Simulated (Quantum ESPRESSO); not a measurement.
The system is TaAs.

```
CELL_PARAMETERS angstrom
-1.72181 1.72181 5.86794
1.72181 -1.72181 5.86794
1.72181 1.72181 -5.86794
ATOMIC_POSITIONS crystal
Ta 0.49997 0.49997 0.00000
Ta 0.24997 0.74997 0.50000
As 0.08263 0.08263 0.00000
As 0.83263 0.33263 0.50000
```

The cell is a database's computed one.

Base run:

* Program: Quantum ESPRESSO 7.5
* Functional: PBEsol
* Potentials or basis: GBRV 1.5 PBEsol
* Cutoff: 762 eV
* Density cutoff: 6095 eV
* k mesh: 11 × 11 × 11
* Occupations: fermi-dirac, width 0.05 eV
* Spin: no spin polarisation
* Hubbard terms: Ta d U = 6 eV

Its results: band gap on the k mesh none (metal or under the smearing width); pressure 0.7 GPa; largest force 0.015 eV/Å.

After a change of settings the same cell gave: band gap on the k mesh none (metal or under the smearing width); pressure 2.6 GPa; largest force 0.126 eV/Å. Which change was it?
A. hubbard terms from Ta d U = 6 eV to Ta d U = 8 eV
B. hubbard terms from Ta d U = 6 eV to Ta d U = 4 eV
C. hubbard terms from Ta d U = 6 eV to none

A.

Caveats: U without spin polarisation on a metal has little footing; the U is typed as a test and isn't derived for this compound.

Not every run made on this cell is shown here.
